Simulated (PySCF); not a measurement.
# C7H5FSi: electronic excitations

Aim: predict the electronic excitations of C7H5FSi (`C#C[Si](F)(C#C)C#CC`).

Programs: PySCF 2.14.0, with density-fitted response routines of our own. Each step states its level of theory. These are calculated values for one molecule in the gas phase, unless marked as measured. Atoms count from 0, in the outputs and in this text.

### Step 1. The starting structure

14 atoms, charge 0, multiplicity 1; geometry from: GFN2-xTB.

Bonds of the start (Å): C0–C1 1.20, C1–Si2 1.85, Si2–F3 1.62, Si2–C4 1.85, C4–C5 1.20, Si2–C6 1.84, C6–C7 1.20, C7–C8 1.44, C0–H9 1.05, C5–H10 1.05, C8–H11 1.09, C8–H12 1.09, C8–H13 1.09.

### Step 2. Excited states and response: CAM-B3LYP/def2-SVPD

Job settings and geometry (Å):

```
{"job": {"kind": "uv", "xc": "CAM-B3LYP", "basis": "def2-SVPD", "nstates": 8, "ntriplets": 3}, "charge": 0, "multiplicity": 1}
C     -2.428146     2.512868     0.761228
C     -1.921438     1.516462     0.322019
Si    -1.131602    -0.022688    -0.328507
F     -1.425700    -0.086418    -1.917685
C     -1.903457    -1.513439     0.444287
C     -2.394490    -2.478247     0.964301
C      0.690511    -0.006711    -0.077219
C      1.881384    -0.004145     0.103057
C      3.308463     0.003390     0.317451
H     -2.874058     3.387923     1.138044
H     -2.828805    -3.325687     1.410877
H      3.830779    -0.081352    -0.635241
H      3.604734     0.933424     0.802427
H      3.591147    -0.835852     0.952819
```

Method: TDDFT CAM-B3LYP/def2-SVPD, vertical, gas phase, core orbitals frozen in the response.

Command:

```console
$ OMP_NUM_THREADS=1 python probes_run.py task.json out
```

One launch serves the whole session: the jobs run in the order shown.

Log:

```text
coarse grid: 13416 points
cycle   1  E = -658.2511662606  dE =  1.167e+00  |g| = 6.637e-01  |ddm| = 1.491e+01
cycle   2  E = -658.2611702530  dE = -1.000e-02  |g| = 7.180e-01  |ddm| = 3.599e+00
cycle   3  E = -658.3491979786  dE = -8.803e-02  |g| = 1.142e-01  |ddm| = 1.407e+00
cycle   4  E = -658.3516097925  dE = -2.412e-03  |g| = 3.762e-02  |ddm| = 3.227e-01
cycle   5  E = -658.3518408888  dE = -2.311e-04  |g| = 2.479e-02  |ddm| = 1.761e-01
cycle   6  E = -658.3519864436  dE = -1.456e-04  |g| = 2.635e-03  |ddm| = 4.422e-02
cycle   7  E = -658.3519880853  dE = -1.642e-06  |g| = 8.606e-04  |ddm| = 1.469e-02
final grid: 128848 points
cycle   8  E = -658.4615378177  dE = -2.833e-05  |g| = 2.737e-03  |ddm| = 1.699e-01
cycle   9  E = -658.4615376144  dE =  2.033e-07  |g| = 3.032e-03  |ddm| = 1.592e-02
cycle  10  E = -658.4615396578  dE = -2.043e-06  |g| = 6.154e-04  |ddm| = 4.731e-03
cycle  11  E = -658.4615397428  dE = -8.508e-08  |g| = 1.337e-04  |ddm| = 1.586e-03
cycle  12  E = -658.4615397467  dE = -3.876e-09  |g| = 6.657e-05  |ddm| = 4.313e-04
cycle  13  E = -658.4615397476  dE = -8.465e-10  |g| = 1.100e-05  |ddm| = 1.136e-04
converged SCF energy = -658.4615397476

Static polarisability (au): isotropic 100.658, principal 74.068 105.292 122.614

Singlet excitations
state   eV       nm        f      main configurations
  1   5.6308    220.2   0.00002   H->L 0.75
  2   5.9225    209.3   0.00142   H-2->L 0.38, H-3->L 0.25, H->L+7 0.10
  3   5.9282    209.1   0.01085   H-1->L 0.45, H->L+2 0.16, H-4->L 0.14
  4   6.0659    204.4   0.00143   H-4->L 0.37, H->L+2 0.12, H-1->L 0.09
  5   6.1332    202.2   0.00003   H-1->L+2 0.64, H-2->L+1 0.13
  6   6.1450    201.8   0.00247   H-3->L 0.28, H-2->L 0.19, H-3->L+1 0.13
  7   6.3329    195.8   0.00075   H-2->L+1 0.33, H-1->L+2 0.14, H-5->L+2 0.13
  8   6.3939    193.9   0.00305   H-5->L+1 0.24, H-1->L+1 0.14, H-4->L+1 0.13

Triplet excitations (Tamm-Dancoff, eV): 4.8788 4.9176 5.0742
```

Run time: 1.8 min. Hardware: 1 thread of Arm Neoverse N1, shared host; peak memory 1.1 GiB.

The orbitals next to the gap, with their largest atomic shares:

| orbital | eV | atoms |
| --- | --- | --- |
| HOMO−3 | -10.06 | C1 20 %, C4 19 %, C0 18 % |
| HOMO−2 | -9.81 | C1 23 %, C4 23 %, C0 22 % |
| HOMO−1 | -9.45 | C6 37 %, C7 34 %, C8 7 % |
| HOMO | -9.38 | C6 34 %, C7 31 %, C8 6 % |
| LUMO | -0.11 | Si2 21 %, C4 12 %, C1 12 % |
| LUMO+1 | 0.72 | C5 18 %, C0 18 %, C4 17 % |
| LUMO+2 | 0.85 | C7 18 %, C6 17 %, Si2 16 % |

With each of the 8 states as a Gaussian band of 0.4 eV half-width at 1/e, the curve within the window shown has maxima at 206 nm (ε 690) L/(mol cm). Beyond the last state computed it falls off for lack of states. The curve at chosen wavelengths:

(nm, ε (L/mol/cm)): (185, 117), (187, 164), (190, 251), (192, 319), (195, 427), (197, 499), (200, 595), (202, 645), (205, 685), (207, 686), (209, 666), (212, 600), (214, 539), (217, 434), (219, 363), (222, 263), (224, 206), (226, 158), (229, 101), (231, 73), (234, 43), (236, 30), (239, 17), (241, 11), (244, 6), (246, 4)

Further results of this job:

| property | computed |
| --- | --- |
| dipole moment (D) | 2.87 |
| polarisability (Å³) | 14.92 |
| HOMO–LUMO gap (eV) | 9.27 |
| −ε(HOMO) (eV) | 9.38 |

### Step 3. Results

```
                                quantity                        value
    lowest singlet (CAM-B3LYP/def2-SVPD)  5.63 eV (220 nm), f = 0.000
brightest single state of those computed  state 3, 5.93 eV, f = 0.011
                          lowest triplet                      4.88 eV
```

In words: The lowest singlet, at 5.63 eV, is HOMO→LUMO 0.75 and is dark; of the 8 states computed, the strongest absorption comes from states 2 to 3 together at 5.93 eV. The lowest triplet lies 0.75 eV below the lowest singlet (triplets in Tamm-Dancoff, singlets in full TDDFT).
